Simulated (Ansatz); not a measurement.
The system is CoSn.

```
CELL_PARAMETERS angstrom
5.24604 0.00000 0.00000
-2.62302 4.54320 0.00000
0.00000 0.00000 4.18759
ATOMIC_POSITIONS crystal
Sn 0.00000 0.00000 0.00000
Sn 0.33333 0.66667 0.50000
Sn 0.66667 0.33333 0.50000
Co 0.50000 0.00000 0.00000
Co 0.50000 0.50000 0.00000
Co 0.00000 0.50000 0.00000
```

The cell is a database's computed one.

Alike in all runs: program Ansatz 0.2.0; functional PBEsol; potentials or basis Ansatz PAW; cutoff 420 eV (not typed: the program's choice for these potentials); k mesh 5 × 5 × 6; occupations fermi-dirac, width 0.05 eV.

Starts and where they ended:

| start | free energy over the lowest (meV/atom) | net moment (μB) | site or absolute moments (μB) | gap |
| --- | --- | --- | --- | --- |
| collinear spin, ferromagnetic start of up to 1 μB; fixed moment 3 | 77.4 | 3.00 | Sn +0.02, +0.00; Co +0.95 | - |
| collinear spin, ferromagnetic start of up to 0.5 μB; fixed moment 1.5 | 25.5 | 1.50 | Sn +0.00; Co +0.48 | - |
| collinear spin, ferromagnetic start of up to 2 μB; fixed moment 6 | 303.9 | 6.00 | Sn +0.13, +0.08; Co +1.71 | - |
| collinear spin, ferromagnetic start of up to 1.5 μB; fixed moment 4.5 | 160.8 | 4.50 | Sn +0.07, +0.03; Co +1.36 | - |
| collinear spin, program default start; fixed moment 0 | 0.0 | 0.00 | - | - |
| collinear spin, ferromagnetic start of up to 3 μB; fixed moment 9 | 933.3 | 9.00 | Sn +0.29, +0.23; Co +2.26 | - |
| collinear spin, ferromagnetic start of up to 4 μB; fixed moment 12 | 2036.3 | 12.00 | Sn +0.45, +0.40; Co +2.71 | - |
| collinear spin, ferromagnetic start of up to 2.5 μB; fixed moment 7.5 | 562.2 | 7.50 | Sn +0.21, +0.15; Co +2.00 | - |

All polarised runs hold their moment fixed, so the table maps the energy against it. A still lower state may exist.

Caveats: the total moment is fixed, so each spin has its own Fermi level.
